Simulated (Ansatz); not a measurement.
# CoW3 (Pm-3m) in Ansatz: notebook

The runs below take CoW3 through single point, equation of state, with PBE.

Program: Ansatz 0.2.0. These are calculated values, not measurements. Logs are shortened: lines on timing, memory, paths and dates and some standing lists are left out, and cuts for length are marked.

## Step 1: Starting point

Symmetry: Pm-3m, No. 221, cubic system. Conventional cell: a = 3.907 Å, b = 3.907 Å, c = 3.907 Å, α = 90.00°, β = 90.00°, γ = 90.00°. Around W (site symmetry 4/mmm) lie 8 W at 2.76 Å and 4 Co at 2.76 Å. Around Co (site symmetry m-3m) lie 12 W at 2.76 Å.

The cell comes from a database or a generator and needn't be the stable form of this composition.

## Step 2: Single point, PBE, collinear spin, ferromagnetic start, 14.02 Å³/atom (volume scaled by 0.94)

File input.yaml:

```yaml
crystal:
  lattice:
    - [3.8275867615, 0.0, 0.0]
    - [0.0, 3.8275867615, 0.0]
    - [0.0, 0.0, 3.8275867615]
  atoms:
    - { symbol: W, position: [0.5, 0.5, 0.0] }
    - { symbol: W, position: [0.5, 0.0, 0.5] }
    - { symbol: W, position: [0.0, 0.5, 0.5] }
    - { symbol: Co, position: [0.0, 0.0, 0.0], spin: 2.0 }
hamiltonian:
  xc: pbe
  pseudopotentials: { kind: paw }
magnetization:
  spin_polarized: true
kpoints:
  mp_grid: { grid: [7, 7, 7] }
scf:
  occupations: { method: fermi_dirac, width: 0.05 }
output:
  forces: true
  stress: true
  eigenvalues: true
```

Potentials or basis: Ansatz PAW.

Launch:

```console
ansatz run input.yaml --threads 2 --pin off --max-ram 5632MiB --backend cpu --events-out ev --progress --plain --runs-dir out
```

What it wrote:

```text
Warning: RAYON_NUM_THREADS=2 ignored (pool sized by the plan → 2); use --threads N
Engine: ansatz 0.2.0, aarch64-unknown-linux-gnu
Pseudopotentials: kind: paw
Pseudopotential: W, paw, valence charge 14, recommended cutoff 420 eV (normal), W.paw.azcp
Pseudopotential: Co, paw, valence charge 17, recommended cutoff 420 eV (normal), Co.paw.azcp
Functional definition: PBE
  parameter kappa = 0.804
  parameter beta = 0.06672455060314922
  exchange = pbe_x(kappa = kappa, mu = beta*pi^2/3)
  correlation = pbe_c(beta = beta)
Crystal: 4 atoms, lattice volume = 56.076 Å³
Basis set: ecut = 420 eV, 1045 PW (Γ), exchange–correlation on 54×54×54 points (8 copies of the dense FFT grid, shifted against one another)
Bands: 37, of which v1, the nominal top of the filled ones, is band 30 counted from 1 (29 counted from 0)
Symmetry: 48 space group operations
Space group: Pm-3m (ITA 221), of the structure as read, at distance tolerance 3.8e-5 Å
Magnetic group: BNS 221.92 (UNI 1594), of the structure as read, at distance tolerance 3.8e-5 Å
k-points: 20 of 343
Non-local potential: W, projectors of the file, l = 0: 3, l = 1: 2, l = 2: 2, l = 3: 1
Non-local potential: Co, projectors of the file, l = 0: 3, l = 1: 2, l = 2: 3, l = 3: 1
PAW form: soft (Blöchl's): semilocal exchange-correlation on the pseudo side does not see the compensation charge
PAW one-centre angular grid: W, 590 points (default); XC on 64 Gauss nodes
PAW one-centre angular grid: Co, 590 points (default); XC on 64 Gauss nodes
Initial density: superposition of atomic densities (chi_scale 0.1, normalization cell)
Starting moments: Σ|m| = 2 μB on 1 of 4 sites
Initial wavefunctions: pseudopotential atomic-orbital guess
Functional: x = pbe(κ = 0.804, μ = 0.2195149727645171), c = pbe(β = 0.06672455060314922)
SCF iter   1: F=—  HF=-36279.886438 eV  |F-HF|=—  |Δ(HF+E_count)|=         —  Δρ=1.05e-1 (↑1.05e-1 ↓4.38e-2)  dr2=2.84e0  dr2_m=2.31e0  M=0.695 μB ∫|m|=0.956 μB  β_m=0.30  ethr=3.10e-3  ⟨swp⟩=5.5  Hψ=4949  notcnv=0
Mixer restart at iter 1: flushing history
preconditioner: auto → Kerker (q_TF=auto, 2.752 Å⁻¹)  [metal: Δε(μ)=0.008 eV  Ē_g=5.485 eV  σ=0.050 eV  W_gap=0.04  n_scr=18 (ndim 8)  ℏωp=25.8 eV  f_vac=0.000  D(μ)=4.92/eV (n_scr^D=56)]
spin=Collinear: Kerker preconditioning applied to the charge; magnetization (m = ρ↑ − ρ↓) channel mixes plain (no charge-response kernel on spin).
SCF iter   2: F=—  HF=-36278.803803 eV  |F-HF|=—  |Δ(HF+E_count)|=    1.08e0  Δρ=6.56e-2 (↑5.79e-2 ↓6.56e-2)  dr2=1.04e0  dr2_m=1.72e0  M=0.510 μB ∫|m|=0.783 μB  β_m=0.56  ethr=3.10e-3  ⟨swp⟩=2.0  Hψ=2418  notcnv=0  defer=41
SCF iter   3: F=—  HF=-36279.250491 eV  |F-HF|=—  |Δ(HF+E_count)|=   4.47e-1  Δρ=4.91e-2 (↑3.84e-2 ↓4.91e-2)  dr2=5.19e-1  dr2_m=9.06e-1  M=0.273 μB ∫|m|=0.508 μB  β_m=0.78  ethr=1.77e-3  ⟨swp⟩=2.1  Hψ=2200  notcnv=0  defer=41
SCF iter   4: F=—  HF=-36279.489551 eV  |F-HF|=—  |Δ(HF+E_count)|=   2.39e-1  Δρ=2.71e-2 (↑7.74e-3 ↓2.71e-2)  dr2=4.90e-1  dr2_m=5.83e-2  M=0.138 μB ∫|m|=0.204 μB  β_m=0.70  ethr=8.79e-4  ⟨swp⟩=2.2  Hψ=2810  notcnv=0  defer=39
SCF iter   5: F=—  HF=-36279.434317 eV  |F-HF|=—  |Δ(HF+E_count)|=   5.52e-2  Δρ=1.02e-2 (↑1.02e-2 ↓4.27e-3)  dr2=7.57e-2  dr2_m=4.75e-3  M=0.032 μB ∫|m|=0.053 μB  β_m=0.85  ethr=8.30e-4  ⟨swp⟩=2.7  Hψ=2803  notcnv=0  defer=40
SCF iter   6: F=—  HF=-36279.445336 eV  |F-HF|=—  |Δ(HF+E_count)|=   1.10e-2  Δρ=7.19e-3 (↑7.19e-3 ↓6.66e-3)  dr2=8.10e-2  dr2_m=4.41e-5  M=0.002 μB ∫|m|=0.012 μB  β_m=0.92  ethr=1.28e-4  ⟨swp⟩=1.1  Hψ=1754  notcnv=0  defer=39
[...]
SCF 1 converged in 13 iterations: F = -36279.443735 eV  dr2 = 1.12e-8
[...]
SCF iter  16: F=—  HF=-36279.443519 eV  |F-HF|=—  |Δ(HF+E_count)|=   1.89e-3  Δρ=2.07e-3 (↑2.07e-3 ↓4.93e-4)  dr2=2.53e-3  dr2_m=4.02e-4  M=-0.074 μB ∫|m|=0.090 μB  β_m=0.81  ethr=6.77e-7  ⟨swp⟩=2.5  Hψ=2756  notcnv=0
SCF iter  17: F=—  HF=-36279.443813 eV  |F-HF|=—  |Δ(HF+E_count)|=   2.94e-4  Δρ=8.58e-4 (↑8.58e-4 ↓8.17e-4)  dr2=1.38e-3  dr2_m=2.97e-6  M=-0.005 μB ∫|m|=0.006 μB  β_m=0.85  ethr=6.77e-7  ⟨swp⟩=2.0  Hψ=2530  notcnv=0
SCF iter  18: F=—  HF=-36279.443743 eV  |F-HF|=—  |Δ(HF+E_count)|=   7.02e-5  Δρ=1.34e-4 (↑1.19e-4 ↓1.34e-4)  dr2=1.74e-6  dr2_m=7.97e-6  M=0.010 μB ∫|m|=0.013 μB  β_m=0.92  ethr=6.77e-7  ⟨swp⟩=1.5  Hψ=1631  notcnv=0
SCF iter  19: F=—  HF=-36279.443735 eV  |F-HF|=—  |Δ(HF+E_count)|=   8.22e-6  Δρ=6.34e-5 (↑6.34e-5 ↓1.02e-5)  dr2=1.89e-6  dr2_m=5.60e-7  M=0.003 μB ∫|m|=0.003 μB  β_m=0.96  ethr=2.95e-9  ⟨swp⟩=2.1  Hψ=2624  notcnv=0
iter 20 did not close the SCF: its close was put off for a magnetic moment that had not settled (scf_convergence_deferred on its scf_iter line)
SCF iter  20: F=-36279.443735 eV  HF=-36279.443735 eV  |F-HF|=8.93e-8  |Δ(HF+E_count)|=   3.84e-7  Δρ=1.15e-5 (↑1.15e-5 ↓2.57e-6)  dr2=9.62e-8  dr2_m=1.79e-8  M=0.001 μB ∫|m|=0.001 μB  β_m=0.98  ethr=1.69e-10  ⟨swp⟩=1.9  Hψ=4029  notcnv=0
iter 21 did not close the SCF: its close was put off for a magnetic moment that had not settled (scf_convergence_deferred on its scf_iter line)
SCF iter  21: F=-36279.443735 eV  HF=-36279.443735 eV  |F-HF|=1.71e-8  |Δ(HF+E_count)|=   8.99e-9  Δρ=5.52e-6 (↑5.52e-6 ↓9.66e-7)  dr2=2.00e-8  dr2_m=3.47e-9  M=0.000 μB ∫|m|=0.000 μB  β_m=0.96  ethr=1.63e-10  ⟨swp⟩=1.0  Hψ=3256  notcnv=0
SCF iter  22: F=-36279.443735 eV  HF=-36279.443735 eV  |F-HF|=4.10e-9  |Δ(HF+E_count)|=   2.79e-9  Δρ=1.62e-6 (↑1.62e-6 ↓1.37e-6)  dr2=4.28e-9  dr2_m=9.24e-12  M=0.000 μB ∫|m|=0.000 μB  ethr=3.39e-11  ⟨swp⟩=1.0  Hψ=3456  notcnv=0
SCF 2 converged in 22 iterations: F = -36279.443735 eV  dr2 = 4.28e-9
WARN: the starting moments were not kept: the SCF closed with an absolute magnetisation of 1.0e-5 μB, where they sum to 2 μB in size (1 site). That is at most 0.1 of that sum. Measured as dr2_m measures the in/out step, that magnetisation stands 1.9e-10 eV from none, at or under the dr2_threshold of 1.0e-7 eV: it is no larger than a step whose dr2_m would equal this threshold. The system may hold no moment; this SCF shows only that its start led to no more than that. To try another start: raise the starting moments (crystal.atoms[].spin, magnetization.per_species, magnetization.initial_magnetization, or on a non-collinear deck that types none of these the spinor_matrix: blocks that start its atoms; where the total moment is fixed, keep their sum and leave initial_magnetization as it is; typed ones take the place of any that the run laid by itself, positive ones on a crystal's lanthanoids without a Hubbard term where scf.initial_density.shell_occupations: [] is typed) or, if the notice of its spin-set hold's release reads "site moments contracting" or "site moments show no strong build", lengthen the hold (scf.mixing.spin_hold: { on: { confirm: 4 } }; for m-r²SCAN on two components see the key's manual first). Each may lead to a state that holds a moment. A second SCF, from the converged charge density, with the starting moments and any scf.initial_density.shell_occupations laid on it anew, would have followed, and was not run: the deck does not ask for one (magnetization.retry_lost_moments is false, the default). To let it run, set magnetization.retry_lost_moments: true and run the deck again, where that key's refused combinations let it; where memory then withholds it, that run's warning says so.
SCF converged after 13 iterations
Magnetization: -0.0000 μB (29.5000 up, 29.5000 down)
Absolute magnetization: 0.0000 μB (∫|ρ↑−ρ↓|, with the PAW one-centre terms)
Spin contamination: 0.0000 ħ² per cell (⟨S²⟩ above its minimum at these occupations)
Per-site moments (μB) at R_I (Å): [(1.7454896135268128e-7, 1.116436428787559), (1.745489616514257e-7, 1.116436428787559), (1.7454896132539687e-7, 1.116436428787559), (-8.846470730424212e-6, 1.116436428787559)]
Free energy (F): -36279.443735 eV
Harris-Foulkes:  -36279.443735 eV  (|F-HF|=1.02e-8)
Internal energy: -36279.411351 eV  (E = F + TS)
E sigma→0 (E₀):  -36279.427543 eV
Entropy (-TS):   -0.032384 eV (-8.096 meV/atom)
Fermi energy:    22.494881 eV
--- Per-component energies (eV) ---
  E_band       = -404.983830
  E_kinetic    = 1814.416702
  E_local      = -4813.626037  (includes V_loc(G=0)·N_el)
  E_nonlocal   = 455.341277
  E_hartree    = 1963.607818
  E_xc         = -963.203486
  E_vxc        = -926.166199  (∫ρ·V_xc dr)
  E_paw        = -27202.035762  (= ΣΔE_a)
  E_vpaw       = -862.171970  (= ΣTr[D̂ρ^β])
  E_aug_tail   = -0.000099  (compensation charges beyond the density's cutoff)
  E_ewald      = -7533.911764
  E_smearing   = -0.032384  (= −TS)
  E_closure    = -0.000000  (closes the sum)
  Σ components = -36279.443735   (vs F -36279.443735, Δ=0.00e0)
--- Forces (eV/Å), atoms counted from 1 ---
  atom   1  W      0.00000000     0.00000000     0.00000000
  atom   2  W      0.00000000    -0.00000000    -0.00000000
  atom   3  W      0.00000000    -0.00000000     0.00000000
  atom   4  Co    -0.00000000    -0.00000000    -0.00000000
  max |Σ_I F_I| component: 9.10e-29 eV/Å
--- Stress (GPa, compression-positive) ---
       17.414753       0.000000       0.000000
       -0.000000      17.414753       0.000000
        0.000000       0.000000      17.414753
  P = ⅓ Tr σ = 17.4148 GPa (174.148 kbar)
--- Band table (eV; the first three rows and the last of 40) ---
  k-point 0 ↑: bands = ["-72.2124", "-51.0707", "-50.8610", "-50.8610", "-35.4909", "-35.4909", "-35.4909", "-15.9226", "-15.9226", "-15.9226", "-15.1315", "-15.1315", "-15.1315", "-14.6762", "-14.6762", "-14.6762", "13.1777", "15.8807", "17.2106", "17.2106", "17.7307", "17.7307", "17.7307", "21.2822", "21.2822", "21.2822", "22.8824", "22.8824", "25.5538", "25.5538", "25.5538", "25.7187", "25.7187", "25.7187", "26.9260", "26.9260", "28.6452"]
  k-point 1 ↑: bands = ["-72.2124", "-51.0616", "-50.8702", "-50.8609", "-35.4910", "-35.4909", "-35.4909", "-15.8892", "-15.8892", "-15.8705", "-15.1444", "-15.1444", "-15.1376", "-14.7483", "-14.7024", "-14.7024", "13.5018", "16.1301", "17.3015", "17.4863", "17.8672", "17.9503", "17.9503", "21.0846", "21.4038", "21.4038", "22.6379", "22.9221", "24.0665", "24.0665", "24.9544", "25.4440", "26.3349", "26.5202", "26.5202", "26.8700", "28.0635"]
  k-point 2 ↑: bands = ["-72.2124", "-51.0369", "-50.8951", "-50.8606", "-35.4909", "-35.4908", "-35.4908", "-15.8024", "-15.8024", "-15.7203", "-15.1859", "-15.1859", "-15.1508", "-14.9431", "-14.7602", "-14.7602", "14.3999", "16.7601", "17.4646", "18.2118", "18.2569", "18.5829", "18.5829", "20.5488", "21.6353", "21.6353", "21.9854", "22.6656", "22.6656", "23.0560", "23.5803", "24.8069", "25.2375", "25.7028", "25.7028", "26.2207", "27.1427"]
  k-point 19 ↓: bands = ["-72.2123", "-50.9369", "-50.9264", "-50.9264", "-35.4919", "-35.4919", "-35.4918", "-16.3181", "-15.7837", "-15.7763", "-15.7763", "-14.7734", "-14.7734", "-14.7317", "-14.7158", "-14.7158", "16.4711", "16.8298", "17.0861", "17.0861", "20.8648", "20.9068", "20.9068", "21.1656", "21.1656", "21.4381", "21.4381", "21.7782", "22.2459", "22.6164", "22.6164", "23.1942", "25.2222", "25.2222", "25.9383", "26.2538", "26.2538"]
```

Run time: 16 s. Hardware: 2 threads of Arm Neoverse N1, shared host; peak memory 0.39 GiB.

What came out:

* Free energy: -36279.4437 eV
* Pressure: 17.4 GPa
* Band gap on the k mesh: none (metal or under the smearing width)
* Net moment: 0.00 μB per cell
* Absolute moment: 0.00 μB per cell

Caveat: the starting moments collapsed, and a magnetic state may lie lower; the starting moments weren't kept.

## Step 3: Single point, PBE, collinear spin, ferromagnetic start, 14.32 Å³/atom (volume scaled by 0.96)

Changes to input.yaml since step 2:

```diff
@@ -2,5 +2,5 @@
   lattice:
-    - [3.8275867615, 0.0, 0.0]
-    - [0.0, 3.8275867615, 0.0]
-    - [0.0, 0.0, 3.8275867615]
+    - [3.8545424859, 0.0, 0.0]
+    - [0.0, 3.8545424859, 0.0]
+    - [0.0, 0.0, 3.8545424859]
   atoms:
```

Potentials or basis: Ansatz PAW.

Launch:

```console
ansatz run input.yaml --threads 2 --pin off --max-ram 5632MiB --backend cpu --events-out ev --progress --plain --runs-dir out
```

Run time: 17 s. Hardware: 2 threads of Arm Neoverse N1, shared host; peak memory 0.39 GiB.

The run converged. Its results:

| Property | Result |
| --- | --- |
| Free energy | -36279.5466 eV |
| Pressure | 10.3 GPa |
| Band gap on the k mesh | none (metal or under the smearing width) |
| Net moment | 0.00 μB per cell |
| Absolute moment | 0.00 μB per cell |

Caveat: the starting moments collapsed, and a magnetic state may lie lower; the starting moments weren't kept.

## Step 4: Single point, PBE, collinear spin, ferromagnetic start, 14.62 Å³/atom (volume scaled by 0.98)

Changes to input.yaml since step 3:

```diff
@@ -2,5 +2,5 @@
   lattice:
-    - [3.8545424859, 0.0, 0.0]
-    - [0.0, 3.8545424859, 0.0]
-    - [0.0, 0.0, 3.8545424859]
+    - [3.8811263776, 0.0, 0.0]
+    - [0.0, 3.8811263776, 0.0]
+    - [0.0, 0.0, 3.8811263776]
   atoms:
```

Launch:

```console
ansatz run input.yaml --threads 2 --pin off --max-ram 5632MiB --backend cpu --events-out ev --progress --plain --runs-dir out
```

Run time: 18 s. Hardware: 2 threads of Arm Neoverse N1, shared host; peak memory 0.4 GiB.

It converged, with:

| Item | Value |
| --- | --- |
| Free energy | -36279.5995 eV |
| Pressure | 4.0 GPa |
| Band gap on the k mesh | none (metal or under the smearing width) |
| Net moment | 0.00 μB per cell |
| Absolute moment | 0.00 μB per cell |

Caveat: the starting moments collapsed, and a magnetic state may lie lower; the starting moments weren't kept.

## Step 5: Single point, PBE, collinear spin, ferromagnetic start, 14.91 Å³/atom

Changes to input.yaml since step 4:

```diff
@@ -2,5 +2,5 @@
   lattice:
-    - [3.8811263776, 0.0, 0.0]
-    - [0.0, 3.8811263776, 0.0]
-    - [0.0, 0.0, 3.8811263776]
+    - [3.907351, 0.0, 0.0]
+    - [0.0, 3.907351, 0.0]
+    - [0.0, 0.0, 3.907351]
   atoms:
```

Launch:

```console
ansatz run input.yaml --threads 2 --pin off --max-ram 5632MiB --backend cpu --events-out ev --progress --plain --runs-dir out
```

Run time: 19 s. Hardware: 2 threads of Arm Neoverse N1, shared host; peak memory 0.4 GiB.

The run converged. Its results:

```
Free energy            : -36279.6073 eV
Pressure               : -1.8 GPa
Band gap on the k mesh : none (metal or under the smearing width)
Net moment             : 0.00 μB per cell
Absolute moment        : 0.00 μB per cell
```

Caveat: the starting moments collapsed, and a magnetic state may lie lower; the starting moments weren't kept.

## Step 6: Single point, PBE, collinear spin, ferromagnetic start, 15.21 Å³/atom (volume scaled by 1.02)

Changes to input.yaml since step 5:

```diff
@@ -2,5 +2,5 @@
   lattice:
-    - [3.907351, 0.0, 0.0]
-    - [0.0, 3.907351, 0.0]
-    - [0.0, 0.0, 3.907351]
+    - [3.9332282508, 0.0, 0.0]
+    - [0.0, 3.9332282508, 0.0]
+    - [0.0, 0.0, 3.9332282508]
   atoms:
@@ -23 +23,5 @@
   eigenvalues: true
+  write_density: true
+  write_potential: true
+  elf: true
+  volumetric_format: npy
```

Potentials or basis: Ansatz PAW.

Launch:

```console
ansatz run input.yaml --threads 2 --pin off --max-ram 5632MiB --backend cpu --events-out ev --progress --plain --runs-dir out
```

Run time: 25 s. Hardware: 2 threads of Arm Neoverse N1, shared host; peak memory 0.4 GiB.

The run converged. Its results:

* Free energy: -36279.5748 eV
* Pressure: -6.9 GPa
* Band gap on the k mesh: none (metal or under the smearing width)
* Net moment: 0.00 μB per cell
* Absolute moment: 0.00 μB per cell

Caveat: the starting moments collapsed, and a magnetic state may lie lower; the starting moments weren't kept.

## Step 7: Single point, PBE, collinear spin, ferromagnetic start, 15.51 Å³/atom (volume scaled by 1.04)

Changes to input.yaml since step 6:

```diff
@@ -2,5 +2,5 @@
   lattice:
-    - [3.9332282508, 0.0, 0.0]
-    - [0.0, 3.9332282508, 0.0]
-    - [0.0, 0.0, 3.9332282508]
+    - [3.9587694097, 0.0, 0.0]
+    - [0.0, 3.9587694097, 0.0]
+    - [0.0, 0.0, 3.9587694097]
   atoms:
@@ -23,5 +23 @@
   eigenvalues: true
-  write_density: true
-  write_potential: true
-  elf: true
-  volumetric_format: npy
```

Launch:

```console
ansatz run input.yaml --threads 2 --pin off --max-ram 5632MiB --backend cpu --events-out ev --progress --plain --runs-dir out
```

Run time: 28 s. Hardware: 2 threads of Arm Neoverse N1, shared host; peak memory 0.4 GiB.

The run converged. Its results:

| Property | Result |
| --- | --- |
| Free energy | -36279.5058 eV |
| Pressure | -11.5 GPa |
| Band gap on the k mesh | none (metal or under the smearing width) |
| Net moment | 0.00 μB per cell |
| Absolute moment | 0.00 μB per cell |

Caveat: the starting moments collapsed, and a magnetic state may lie lower; the starting moments weren't kept.

## Step 8: Single point, PBE, collinear spin, ferromagnetic start, 15.81 Å³/atom (volume scaled by 1.06)

Changes to input.yaml since step 7:

```diff
@@ -2,5 +2,5 @@
   lattice:
-    - [3.9587694097, 0.0, 0.0]
-    - [0.0, 3.9587694097, 0.0]
-    - [0.0, 0.0, 3.9587694097]
+    - [3.9839851813, 0.0, 0.0]
+    - [0.0, 3.9839851813, 0.0]
+    - [0.0, 0.0, 3.9839851813]
   atoms:
```

Launch:

```console
ansatz run input.yaml --threads 2 --pin off --max-ram 5632MiB --backend cpu --events-out ev --progress --plain --runs-dir out
```

It took 25 s on 2 threads of Arm Neoverse N1, shared host; peak memory 0.39 GiB.

The run converged. Its results:

| Quantity | Value |
| --- | --- |
| Free energy | -36279.4040 eV |
| Pressure | -15.7 GPa |
| Band gap on the k mesh | none (metal or under the smearing width) |
| Net moment | 0.00 μB per cell |
| Absolute moment | 0.00 μB per cell |

Caveat: the starting moments collapsed, and a magnetic state may lie lower; the starting moments weren't kept.

## Step 9: Equation of state, PBE, collinear spin, ferromagnetic start

Potentials or basis: Ansatz PAW.

No new run: the results of the series are fitted here.

Results:

| Quantity | Value |
| --- | --- |
| Equilibrium volume | 14.82 Å³/atom |
| Bulk modulus | 279 GPa |
| Pressure derivative of the bulk modulus | 4.3 |

Energy against volume, from the lowest point:
| volume (Å³/atom) | energy (meV/atom) |
| --- | --- |
| 14.019 | 40.90 |
| 14.317 | 15.19 |
| 14.615 | 1.95 |
| 14.914 | 0.00 |
| 15.212 | 8.14 |
| 15.510 | 25.38 |
| 15.809 | 50.82 |

The run has no spin-orbit coupling, so splittings on W are missing.
